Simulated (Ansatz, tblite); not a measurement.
# C₁₀H₂₁CuS: removing and adding an electron

What does removing or adding an electron cost or gain for C₁₀H₂₁CuS? Each charged state is run at several levels.

Method: as each input shows; program: Ansatz 0.2.0, Gaussian basis.

The runs, in order: charge +1 doublet, at the geometry of the singlet (PBE0-D4/def2-SVP, PBE-D4/def2-SVP, BLYP-D4/def2-SVP); charge +1 doublet, relaxed (PBE0-D4/def2-SVP, PBE-D4/def2-SVP); charge -1 doublet, at the geometry of the singlet (PBE0-D4/def2-SVP, PBE-D4/def2-SVP, BLYP-D4/def2-SVP); the starting singlet's energies come from earlier runs.

4 further runs of the same task are left out: 4 that didn't finish.

## (1) The geometry

The geometry is that of the singlet, from an earlier relaxation (r2SCAN-D4/def2-SVP).

SMILES `CCCCCCCCCC[S][Cu]`, 33 atoms, charge 0, spin multiplicity 1.

Atoms are counted from 1 here; the program's logs count them from 0.

Bond lengths: C1–C2 1.524 Å, C1–H13 1.101 Å, C1–H14 1.103 Å, C1–H15 1.103 Å, C2–C3 1.527 Å, C2–H16 1.106 Å, C2–H17 1.106 Å, C3–C4 1.526 Å, C3–H18 1.107 Å, C3–H19 1.107 Å, C4–C5 1.526 Å, C4–H20 1.107 Å, C4–H21 1.107 Å, C5–C6 1.526 Å, C5–H22 1.107 Å, C5–H23 1.107 Å, C6–C7 1.528 Å, C6–H24 1.106 Å and more. Angles: C2–C1–H13 111.8°, C2–C1–H14 111.2°, C2–C1–H15 111.2°, H13–C1–H14 107.6°, H13–C1–H15 107.6°, H14–C1–H15 107.3°, C1–C2–C3 113.3°, C1–C2–H16 109.7°, C1–C2–H17 109.7°, C3–C2–H16 109.1°, C3–C2–H17 109.0°, H16–C2–H17 105.7°, C2–C3–C4 113.7°, C2–C3–H18 109.3°, C2–C3–H19 109.3°, C4–C3–H18 109.3°, C4–C3–H19 109.3°, H18–C3–H19 105.6° and more.

No spin-orbit coupling is included.

## (2) Charge +1 doublet at the fixed geometry, PBE0-D4/def2-SVP

Input file in.yaml:

```yaml
crystal:
  periodic: [false, false, false]
  atoms:
    - {symbol: C, position_ang: [-5.548865, -0.090550, 1.370142]}
    - {symbol: C, position_ang: [-4.051607, -0.211492, 1.629082]}
    - {symbol: C, position_ang: [-3.195468, 0.225279, 0.442521]}
    - {symbol: C, position_ang: [-1.694992, 0.104543, 0.692631]}
    - {symbol: C, position_ang: [-0.836818, 0.523215, -0.497819]}
    - {symbol: C, position_ang: [0.663229, 0.404344, -0.241571]}
    - {symbol: C, position_ang: [1.516524, 0.783059, -1.450804]}
    - {symbol: C, position_ang: [3.023942, 0.786782, -1.189807]}
    - {symbol: C, position_ang: [3.595712, -0.575452, -0.799633]}
    - {symbol: C, position_ang: [5.107804, -0.569560, -0.609063]}
    - {symbol: S, position_ang: [5.830200, -2.216182, -0.230810]}
    - {symbol: Cu, position_ang: [4.366060, -2.878287, 1.133571]}
    - {symbol: H, position_ang: [-6.141125, -0.413688, 2.240524]}
    - {symbol: H, position_ang: [-5.831023, 0.950857, 1.142707]}
    - {symbol: H, position_ang: [-5.855269, -0.708775, 0.510007]}
    - {symbol: H, position_ang: [-3.776293, 0.390590, 2.514947]}
    - {symbol: H, position_ang: [-3.801625, -1.257032, 1.889034]}
    - {symbol: H, position_ang: [-3.468025, -0.376323, -0.445865]}
    - {symbol: H, position_ang: [-3.440333, 1.272422, 0.180130]}
    - {symbol: H, position_ang: [-1.420675, 0.714746, 1.574526]}
    - {symbol: H, position_ang: [-1.453977, -0.940871, 0.966020]}
    - {symbol: H, position_ang: [-1.079245, 1.566311, -0.777068]}
    - {symbol: H, position_ang: [-1.106564, -0.091785, -1.377625]}
    - {symbol: H, position_ang: [0.890325, -0.631986, 0.070440]}
    - {symbol: H, position_ang: [0.940721, 1.045551, 0.617793]}
    - {symbol: H, position_ang: [1.211233, 1.785866, -1.801582]}
    - {symbol: H, position_ang: [1.291921, 0.090832, -2.284561]}
    - {symbol: H, position_ang: [3.257357, 1.522513, -0.396644]}
    - {symbol: H, position_ang: [3.545359, 1.143329, -2.096757]}
    - {symbol: H, position_ang: [3.138168, -0.926370, 0.150621]}
    - {symbol: H, position_ang: [3.331183, -1.335814, -1.557452]}
    - {symbol: H, position_ang: [5.600110, -0.240117, -1.541977]}
    - {symbol: H, position_ang: [5.392027, 0.154033, 0.174349]}
basis:
  gaussian: {orbitals: def2-SVP}
total_charge: 1
magnetization: {spin_polarized: true, initial_magnetization: 1}
hamiltonian: {xc: pbe0, dispersion: d4}
scf: {omitted_lower_state_checks: [starts]}
output: {orbitals: {seedname: orbitals}}
```

On the command line:

```
ansatz run in.yaml --threads 4 --pin off --events-out ev --progress --plain --max-ram 6963MiB
```

The log of the run:

```text
Functional definition: PBE0
  name "PBE0"
  cite "Adamo & Barone, J. Chem. Phys. 110, 6158 (1999) doi:10.1063/1.478522"
  cite "Perdew, Burke & Ernzerhof, Phys. Rev. Lett. 77, 3865 (1996) doi:10.1103/PhysRevLett.77.3865"
  parent pbe
  parameter a = 0.25
  parameter kappa = 0.804
  parameter beta = 0.06672455060314922
  exchange = (1 - a)*pbe_x(kappa = kappa, mu = beta*pi^2/3) + a*exact_x
  correlation = pbe_c(beta = beta)
these checks for a lower state are left out or cut short: starts
3070 factors; integrals over basis functions are off by at most 1.2e-3 eV
mean field evaluation 1: about -66113.1018 eV, gradient 7.7e1 eV
mean field evaluation 2: about -66027.2337 eV, gradient 1.7e2 eV
mean field evaluation 4: about -66140.3634 eV, gradient 1.4e1 eV
mean field evaluation 8: about -66141.7354 eV, gradient 1.2e0 eV
mean field evaluation 16: about -66141.7471 eV, gradient 1.5e-2 eV
mean field -66141.74711071 eV, -2430.6643738322 hartree, gradient 4.7e-5 eV, S^2 0.754657; 0 other end points of the search recorded, 0 dependent functions left out
reference -66141.74719016 eV, -2430.6643767519 hartree; 63, 62 occupied and 231, 232 virtual orbitals, 3070 factors
Total energy: -66142.41290720 eV, -2430.6888414019 hartree
Checks for a lower state left out: starts
```

Wall time 2 min (4 threads of Arm Neoverse N1, shared host); peak memory 2.2 GiB.

From the report: HOMO -10.71 eV, LUMO -9.52 eV (over both spins); ⟨S²⟩ 0.755 (pure: 0.75).

## (3) Charge +1 doublet at the fixed geometry, PBE-D4/def2-SVP

start.molden holds the orbitals of an earlier run on this state, given as this run's starting guess.

in.yaml, as its differences from that of step 2:

```diff
@@ -37,6 +37,6 @@
 basis:
-  gaussian: {orbitals: def2-SVP}
+  gaussian: {orbitals: def2-SVP, initial_orbitals: start.molden}
 total_charge: 1
 magnetization: {spin_polarized: true, initial_magnetization: 1}
-hamiltonian: {xc: pbe0, dispersion: d4}
+hamiltonian: {xc: pbe, dispersion: d4}
 scf: {omitted_lower_state_checks: [starts]}
```

Same command.

The log of the run:

```text
Functional definition: PBE
  name "PBE"
  cite "Perdew, Burke & Ernzerhof, Phys. Rev. Lett. 77, 3865 (1996) doi:10.1103/PhysRevLett.77.3865"
  parent pbe
  parameter kappa = 0.804
  parameter beta = 0.06672455060314922
  exchange = pbe_x(kappa = kappa, mu = beta*pi^2/3)
  correlation = pbe_c(beta = beta)
these checks for a lower state are left out or cut short: starts
3387 factors; their error is unknown
mean field evaluation 1: about -66138.3035 eV, gradient 7.0e0 eV
mean field evaluation 2: about -66138.5839 eV, gradient 7.9e-1 eV
mean field evaluation 4: about -66138.6474 eV, gradient 8.5e-1 eV
mean field evaluation 8: about -66138.3432 eV, gradient 2.9e0 eV
mean field evaluation 16: about -66138.4654 eV, gradient 3.9e-3 eV
mean field -66138.46544155 eV, -2430.5437747148 hartree, gradient 2.2e-6 eV, S^2 0.751904; 0 other end points of the search recorded, 0 dependent functions left out
reference -66138.46553673 eV, -2430.5437782126 hartree; 63, 62 occupied and 231, 232 virtual orbitals, 3387 factors
Total energy: -66139.24648589 eV, -2430.5724775650 hartree
Checks for a lower state left out: starts
```

It took 77 s on 4 threads of Arm Neoverse N1, shared host; peak memory 1.6 GiB.

HOMO -9.85 eV, LUMO -9.84 eV (over both spins); ⟨S²⟩ 0.752 (pure: 0.75).

## (4) Charge +1 doublet at the fixed geometry, BLYP-D4/def2-SVP

in.yaml, as its differences from that of step 3:

```diff
@@ -40,3 +40,3 @@
 magnetization: {spin_polarized: true, initial_magnetization: 1}
-hamiltonian: {xc: pbe, dispersion: d4}
+hamiltonian: {xc: {name: BLYP}, dispersion: d4}
 scf: {omitted_lower_state_checks: [starts]}
```

The command is unchanged.

The log of the run (excerpt; [...] marks lines left out):

```text
Functional definition: BLYP
  name "BLYP"
  cite "Becke, Phys. Rev. A 38, 3098 (1988) doi:10.1103/PhysRevA.38.3098"
  cite "Lee, Yang & Parr, Phys. Rev. B 37, 785 (1988) doi:10.1103/PhysRevB.37.785"
[...]
3387 factors; their error is unknown
[...]
mean field -66160.14752020 eV, -2431.3405764088 hartree, gradient 3.3e-6 eV, S^2 0.751833; 0 other end points of the search recorded, 0 dependent functions left out
reference -66160.14814000 eV, -2431.3405991858 hartree; 63, 62 occupied and 231, 232 virtual orbitals, 3387 factors
Total energy: -66161.84146207 eV, -2431.4028276243 hartree
Checks for a lower state left out: starts
```

Run time: 64 s. Hardware: 4 threads of Arm Neoverse N1, shared host; peak memory 1.6 GiB.

HOMO -9.78 eV, LUMO -9.72 eV (over both spins); ⟨S²⟩ 0.752 (pure: 0.75).

## (5) Vertical ionisation energy

Charged state less starting state, singlet to doublet; the starting state's energies are those of its earlier runs.

```tsv
level	vertical ionisation energy (eV)	time
PBE-D4/def2-SVP	+7.34	89 s
PBE0-D4/def2-SVP	+7.52	2.6 min
```

Times add the two runs; a level without a time comes out of a correlated run.

Beside −ε(HOMO) of the starting state:

```tsv
level	−ε(HOMO) (eV)	by difference (eV)	mismatch (eV)
PBE-D4/def2-SVP	4.24	7.34	-3.10
PBE0-D4/def2-SVP	5.43	7.52	-2.09
```

## (6) Relaxing the charge +1 doublet

in.yaml, as its differences from that of step 4:

```diff
@@ -37,7 +37,8 @@
 basis:
-  gaussian: {orbitals: def2-SVP, initial_orbitals: start.molden}
+  gaussian: {orbitals: def2-SVP}
 total_charge: 1
 magnetization: {spin_polarized: true, initial_magnetization: 1}
-hamiltonian: {xc: {name: BLYP}, dispersion: d4}
-scf: {omitted_lower_state_checks: [starts]}
+hamiltonian: {xc: r2scan, dispersion: d4}
+scf: {lower_state_search: "off"}
 output: {orbitals: {seedname: orbitals}}
+relax: {f_tol: 0.03, max_steps: 70}
```

The command is unchanged.

The log of the run:

```text
Functional definition: r2SCAN
  name "r2SCAN"
  cite "Furness, Kaplan, Ning, Perdew & Sun, J. Phys. Chem. Lett. 11, 8208 (2020) doi:10.1021/acs.jpclett.0c02405"
  cite "Furness, Kaplan, Ning, Perdew & Sun, J. Phys. Chem. Lett. 11, 9248 (2020) doi:10.1021/acs.jpclett.0c03077"
  parent r2scan
  parameter k0 = 0.174
  parameter k1 = 0.065
  parameter a1 = 4.9479
  exchange = r2scan_x(k0 = k0, k1 = k1, a1 = a1)
  correlation = r2scan_c
these checks for a lower state are left out or cut short: stability, starts, cluster_reference, orbital_swaps, neighbouring_geometries, increment
3387 factors; their error is unknown
mean field evaluation 1: about -66121.4784 eV, gradient 8.6e1 eV
mean field evaluation 2: about -65960.9861 eV, gradient 2.2e2 eV
mean field evaluation 4: about -66146.3899 eV, gradient 5.6e1 eV
mean field evaluation 8: about -66157.2542 eV, gradient 3.6e0 eV
mean field evaluation 16: about -66157.3826 eV, gradient 3.2e-2 eV
mean field -66157.20363751 eV, -2431.2323907154 hartree, gradient 2.1e-6 eV, S^2 0.754160; 0 other end points of the search recorded, 0 dependent functions left out
the calculation of the forces begins
reference -66157.20368658 eV, -2431.2323925186 hartree; 63, 62 occupied and 231, 232 virtual orbitals, 3387 factors
relax step   1: F+E_penalty+E_count = -66157.42433082 eV  Δ(F+E_penalty+E_count) = +0.000e0 eV  max|allowed force component| = 5.497e-1 eV/Å  Δτ_max = 0.0000 Å  (69 SCF iters, accepted)
these checks for a lower state are left out or cut short: stability, starts, cluster_reference, orbital_swaps, neighbouring_geometries, increment
3387 factors; their error is unknown
mean field evaluation 32: about -66157.2398 eV, gradient 8.6e-3 eV
mean field -66157.23977177 eV, -2431.2337186249 hartree, gradient 2.7e-6 eV, S^2 0.754135; 0 other end points of the search recorded, 0 dependent functions left out
the calculation of the forces begins
reference -66157.23982023 eV, -2431.2337204057 hartree; 63, 62 occupied and 231, 232 virtual orbitals, 3387 factors
relax step   2: F+E_penalty+E_count = -66157.46183986 eV  Δ(F+E_penalty+E_count) = -3.751e-2 eV  max|allowed force component| = 2.772e-1 eV/Å  Δτ_max = 0.0617 Å  (32 SCF iters, accepted)
these checks for a lower state are left out or cut short: stability, starts, cluster_reference, orbital_swaps, neighbouring_geometries, increment
3387 factors; their error is unknown
mean field -66157.24637980 eV, -2431.2339614656 hartree, gradient 1.7e-6 eV, S^2 0.754167; 0 other end points of the search recorded, 0 dependent functions left out
the calculation of the forces begins
reference -66157.24642814 eV, -2431.2339632421 hartree; 63, 62 occupied and 231, 232 virtual orbitals, 3387 factors
relax step   3: F+E_penalty+E_count = -66157.46808468 eV  Δ(F+E_penalty+E_count) = -6.245e-3 eV  max|allowed force component| = 1.552e-1 eV/Å  Δτ_max = 0.0292 Å  (33 SCF iters, accepted)
these checks for a lower state are left out or cut short: stability, starts, cluster_reference, orbital_swaps, neighbouring_geometries, increment
3387 factors; their error is unknown
mean field -66157.25197076 eV, -2431.2341669294 hartree, gradient 1.8e-6 eV, S^2 0.754225; 0 other end points of the search recorded, 0 dependent functions left out
the calculation of the forces begins
reference -66157.25201872 eV, -2431.2341686918 hartree; 63, 62 occupied and 231, 232 virtual orbitals, 3387 factors
relax step   4: F+E_penalty+E_count = -66157.47366184 eV  Δ(F+E_penalty+E_count) = -5.577e-3 eV  max|allowed force component| = 5.100e-2 eV/Å  Δτ_max = 0.0709 Å  (33 SCF iters, accepted)
these checks for a lower state are left out or cut short: stability, starts, cluster_reference, orbital_swaps, neighbouring_geometries, increment
3387 factors; their error is unknown
mean field -66157.25510102 eV, -2431.2342819644 hartree, gradient 2.4e-6 eV, S^2 0.754285; 0 other end points of the search recorded, 0 dependent functions left out
the calculation of the forces begins
reference -66157.25514849 eV, -2431.2342837087 hartree; 63, 62 occupied and 231, 232 virtual orbitals, 3387 factors
relax step   5: F+E_penalty+E_count = -66157.47721296 eV  Δ(F+E_penalty+E_count) = -3.551e-3 eV  max|allowed force component| = 8.385e-2 eV/Å  Δτ_max = 0.1098 Å  (33 SCF iters, accepted)
these checks for a lower state are left out or cut short: stability, starts, cluster_reference, orbital_swaps, neighbouring_geometries, increment
3387 factors; their error is unknown
mean field evaluation 64: about -66157.1827 eV, gradient 5.7e0 eV
mean field -66157.20859350 eV, -2431.2325728444 hartree, gradient 2.7e-6 eV, S^2 0.754363; 0 other end points of the search recorded, 0 dependent functions left out
the calculation of the forces begins
reference -66157.20864088 eV, -2431.2325745858 hartree; 63, 62 occupied and 231, 232 virtual orbitals, 3387 factors
relax step   6: F+E_penalty+E_count = -66157.43236277 eV  Δ(F+E_penalty+E_count) = +4.485e-2 eV  max|allowed force component| = 5.004e-1 eV/Å  Δτ_max = 0.2000 Å  (44 SCF iters, rejected (line search))
these checks for a lower state are left out or cut short: stability, starts, cluster_reference, orbital_swaps, neighbouring_geometries, increment
3387 factors; their error is unknown
mean field -66157.25701538 eV, -2431.2343523157 hartree, gradient 2.2e-6 eV, S^2 0.754325; 0 other end points of the search recorded, 0 dependent functions left out
the calculation of the forces begins
reference -66157.25706253 eV, -2431.2343540485 hartree; 63, 62 occupied and 231, 232 virtual orbitals, 3387 factors
relax step   7: F+E_penalty+E_count = -66157.47968198 eV  Δ(F+E_penalty+E_count) = -2.469e-3 eV  max|allowed force component| = 2.816e-2 eV/Å  Δτ_max = 0.0975 Å  (33 SCF iters, accepted)
these checks for a lower state are left out or cut short: stability, starts, cluster_reference, orbital_swaps, neighbouring_geometries, increment
3387 factors; their error is unknown
mean field -66157.25756273 eV, -2431.2343724307 hartree, gradient 3.0e-6 eV, S^2 0.754331; 0 other end points of the search recorded, 0 dependent functions left out
the calculation of the forces begins
reference -66157.25760974 eV, -2431.2343741580 hartree; 63, 62 occupied and 231, 232 virtual orbitals, 3387 factors
relax step   8: F+E_penalty+E_count = -66157.48046387 eV  Δ(F+E_penalty+E_count) = -7.819e-4 eV  max|allowed force component| = 2.059e-2 eV/Å  Δτ_max = 0.0454 Å  (32 SCF iters, accepted)
these checks for a lower state are left out or cut short: stability, starts, cluster_reference, orbital_swaps, neighbouring_geometries, increment
3387 factors; their error is unknown
mean field evaluation 96: about -66157.4338 eV, gradient 1.2e-1 eV
mean field -66157.25806697 eV, -2431.2343909610 hartree, gradient 1.2e-6 eV, S^2 0.754383; 0 other end points of the search recorded, 0 dependent functions left out
the calculation of the forces begins
reference -66157.25811357 eV, -2431.2343926734 hartree; 63, 62 occupied and 231, 232 virtual orbitals, 3387 factors
relax step   9: F+E_penalty+E_count = -66157.48145496 eV  Δ(F+E_penalty+E_count) = -9.911e-4 eV  max|allowed force component| = 4.304e-2 eV/Å  Δτ_max = 0.1159 Å  (33 SCF iters, accepted)
these checks for a lower state are left out or cut short: stability, starts, cluster_reference, orbital_swaps, neighbouring_geometries, increment
3387 factors; their error is unknown
mean field -66157.25823597 eV, -2431.2343971716 hartree, gradient 7.1e-6 eV, S^2 0.754379; 0 other end points of the search recorded, 0 dependent functions left out
the calculation of the forces begins
reference -66157.25828253 eV, -2431.2343988829 hartree; 63, 62 occupied and 231, 232 virtual orbitals, 3387 factors
relax step  10: F+E_penalty+E_count = -66157.48169732 eV  Δ(F+E_penalty+E_count) = -2.424e-4 eV  max|allowed force component| = 1.655e-2 eV/Å  Δτ_max = 0.0226 Å  (28 SCF iters, accepted)
Total energy: -66157.48174389 eV, -2431.2426109361 hartree
Atom 0 at    -5.538109    -0.043146     1.358421 Å, force    -0.001616    -0.000604     0.003239 eV/Å
Atom 1 at    -4.049969    -0.195695     1.642645 Å, force    -0.003533     0.001714    -0.002483 eV/Å
Atom 2 at    -3.184374     0.216604     0.445192 Å, force     0.006461    -0.000915    -0.001140 eV/Å
Atom 3 at    -1.688471     0.070049     0.714551 Å, force     0.006089    -0.000157     0.000101 eV/Å
Atom 4 at    -0.833174     0.473849    -0.486693 Å, force    -0.000113     0.001994    -0.006301 eV/Å
Atom 5 at     0.668320     0.346840    -0.228872 Å, force     0.002129    -0.000041     0.006229 eV/Å
Atom 6 at     1.507242     0.725751    -1.449450 Å, force    -0.005553    -0.000790    -0.003768 eV/Å
Atom 7 at     3.015299     0.782723    -1.195459 Å, force    -0.005944    -0.004009     0.003044 eV/Å
Atom 8 at     3.620680    -0.556743    -0.779862 Å, force    -0.005215     0.005155    -0.005528 eV/Å
Atom 9 at     5.134181    -0.498150    -0.589604 Å, force     0.009402    -0.004877     0.006482 eV/Å
Atom 10 at     5.877964    -2.070455    -0.065592 Å, force    -0.012782    -0.001521     0.004175 eV/Å
Atom 11 at     4.063383    -2.893552     0.729461 Å, force     0.016549     0.004958    -0.006247 eV/Å
Atom 12 at    -6.137741    -0.346422     2.232866 Å, force    -0.001216    -0.000049     0.000389 eV/Å
Atom 13 at    -5.799744     1.001152     1.123678 Å, force    -0.000316    -0.000408     0.000635 eV/Å
Atom 14 at    -5.853521    -0.667532     0.506971 Å, force    -0.000242     0.000119     0.001131 eV/Å
Atom 15 at    -3.766292     0.414233     2.519290 Å, force     0.000672     0.000040    -0.000726 eV/Å
Atom 16 at    -3.819639    -1.243258     1.909595 Å, force     0.000944     0.000881    -0.000984 eV/Å
Atom 17 at    -3.463923    -0.391422    -0.435191 Å, force    -0.001458     0.000005     0.000636 eV/Å
Atom 18 at    -3.411062     1.264725     0.175982 Å, force    -0.001605    -0.000739     0.000653 eV/Å
Atom 19 at    -1.409046     0.684551     1.590623 Å, force     0.000019     0.000271     0.000074 eV/Å
Atom 20 at    -1.464078    -0.977830     0.991508 Å, force    -0.000244    -0.000114     0.000165 eV/Å
Atom 21 at    -1.064907     1.516906    -0.768857 Å, force     0.000224     0.001321    -0.000910 eV/Å
Atom 22 at    -1.108223    -0.144366    -1.361194 Å, force    -0.000712    -0.000161    -0.001547 eV/Å
Atom 23 at     0.884452    -0.694147     0.082790 Å, force     0.000563    -0.001073     0.000503 eV/Å
Atom 24 at     0.950397     0.988484     0.627865 Å, force    -0.000347    -0.000028     0.002128 eV/Å
Atom 25 at     1.187870     1.717987    -1.811413 Å, force     0.001381    -0.000410    -0.001043 eV/Å
Atom 26 at     1.295873     0.023709    -2.277152 Å, force     0.000911    -0.000096    -0.001946 eV/Å
Atom 27 at     3.240005     1.536087    -0.418354 Å, force     0.001032    -0.001418     0.001591 eV/Å
Atom 28 at     3.524261     1.123948    -2.114522 Å, force    -0.000015    -0.001799     0.000667 eV/Å
Atom 29 at     3.164852    -0.880854     0.189312 Å, force    -0.003554     0.002594    -0.000584 eV/Å
Atom 30 at     3.375101    -1.328801    -1.533704 Å, force    -0.002492     0.002794     0.000164 eV/Å
Atom 31 at     5.663110    -0.194593    -1.511278 Å, force    -0.000127     0.000223     0.003704 eV/Å
Atom 32 at     5.419252     0.239358     0.186454 Å, force     0.000708    -0.002858    -0.002505 eV/Å
Dipole moment:     1.515862    -0.758033     0.122158 e Å
Checks for a lower state left out: stability, starts, cluster_reference, orbital_swaps, neighbouring_geometries, increment
```

It took 6.4 min on 4 threads of Arm Neoverse N1, shared host; peak memory 0.69 GiB.

Step by step: (the energy doesn't fall at every step)

```tsv
step	energy from step 1 (eV)	largest force component (eV/Å)
1	0.0000	0.5497
2	-0.0375	0.2772
3	-0.0438	0.1552
4	-0.0493	0.0510
5	-0.0529	0.0839
6	-0.0080	0.5004
7	-0.0554	0.0282
8	-0.0561	0.0206
9	-0.0571	0.0430
10	-0.0574	0.0165
```

The force was under the threshold of 0.03 eV/Å already at step 7, but the program went on to step 10.

Close pairs (by a distance rule), those that changed most:

```tsv
bond	before (Å)	after (Å)	change (Å)
S11–Cu12	2.108	2.145	+0.037
C10–S11	1.837	1.817	-0.021
C9–H30	1.112	1.119	+0.007
C2–C3	1.527	1.534	+0.007
C10–H33	1.104	1.108	+0.004
C4–C5	1.526	1.529	+0.003
C9–C10	1.524	1.527	+0.002
C5–C6	1.526	1.529	+0.002
```

[end of part 1 of 2]
